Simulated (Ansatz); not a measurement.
**CHGa2 (quartet): from Hartree-Fock to the top rungs, cc-pVTZ**

An exercise on one series of results from a longer session: the logs are not shown, and one member is left open.

Computed with Ansatz 0.2.0, Gaussian basis. Level: cc-pVTZ, core rule «outside noble gas», up to 29 orbitals frozen.

Plan: UHF; CCSD(T) on ROHF; CCSD(T) on UHF; BCCD(T) on ROHF; CCSDT(Q) on ROHF; CCSDT(Q) on UHF.

5 further runs of the same task are left out: 5 set aside as unsound or not needed. Runs told in other sessions of the task aren't counted.

## The geometry

The geometry is a PBE0/def2-TZVP stationary point (not a proven minimum). No spin-orbit coupling is included. The filled d shell of Ga may be among the frozen orbitals whatever the setting's name suggests.

4 atoms, charge 0, spin multiplicity 4.

Atoms are counted from 1 here; the program's logs count them from 0.

Bond lengths: C1–Ga2 1.972 Å, Ga2–Ga3 2.656 Å, Ga2–H4 1.985 Å, Ga3–H4 1.826 Å. Angles: C1–Ga2–Ga3 152.3°, C1–Ga2–H4 108.9°, Ga3–Ga2–H4 43.4°, Ga2–Ga3–H4 48.3°, Ga2–H4–Ga3 88.3°.

As a file:

```xyz
4
CHGa2
C     0.0000    0.5625    2.8989
Ga    0.0000   -0.1841    1.0739
Ga    0.0000    0.0683   -1.5700
H     0.0000    1.3109   -0.2318
```

Set-up of the first run:

in.yaml

```yaml
crystal:
  periodic: [false, false, false]
  atoms:
    - {symbol: C, position_ang: [0.000000, 0.562501, 2.898860]}
    - {symbol: Ga, position_ang: [0.000000, -0.184109, 1.073946]}
    - {symbol: Ga, position_ang: [0.000000, 0.068259, -1.569961]}
    - {symbol: H, position_ang: [0.000000, 1.310927, -0.231782]}
basis:
  gaussian: {orbitals: cc-pVTZ}
magnetization: {spin_polarized: true, initial_magnetization: 3}
hamiltonian: {xc: hf}
output: {orbitals: {seedname: orbitals}}
```

On the command line:

```sh
> ansatz run in.yaml --threads 1 --pin off --events-out ev --progress --plain --max-ram 4096MiB --backend cpu
```

Among the steps run: UHF; CCSD(T) on ROHF; CCSD(T) on UHF; BCCD(T) on ROHF; CCSDT(Q) on ROHF; CCSDT(Q) on UHF.

One of the session's tables, all rows but one given; the rest of the session is left out.

It belongs to the step «Misses and costs». 

| method | from RCCSDT(Q) (meV) |
| --- | --- |
| ROHF | +7120.0 |
| UHF | +7016.8 |
| RMP2 | +1601.9 |
| UMP2 | +1578.4 |
| RCCSD | ? |
| UCCSD | +403.8 |
| RCCSD(T) | +94.4 |
| UCCSD(T) | +88.4 |
| BCCD(T) | +85.8 |
| RCCSDT | +24.2 |
| UCCSDT | +18.8 |
| RCCSDT(Q) | 0 |
| UCCSDT(Q) | -6.1 |

Q: Estimate the row for RCCSD from the others.

As computed: from RCCSDT(Q) (meV): +414.7. In the column «from RCCSDT(Q) (meV)» it lies between UCCSD (+403.8) and UMP2 (+1578.4).

With the free atoms at the same levels and basis (separate runs), the atomisation energy is 6.276 eV at RCCSDT(Q), 6.212 eV at RCCSD(T), 6.208 eV at UCCSD(T), 4.487 eV at ROHF.

Caveats from the session: Restricted and unrestricted rows rest on different reference determinants; a gap between their highest levels can come from leftover correlation error, from unlike frozen cores or from another state.
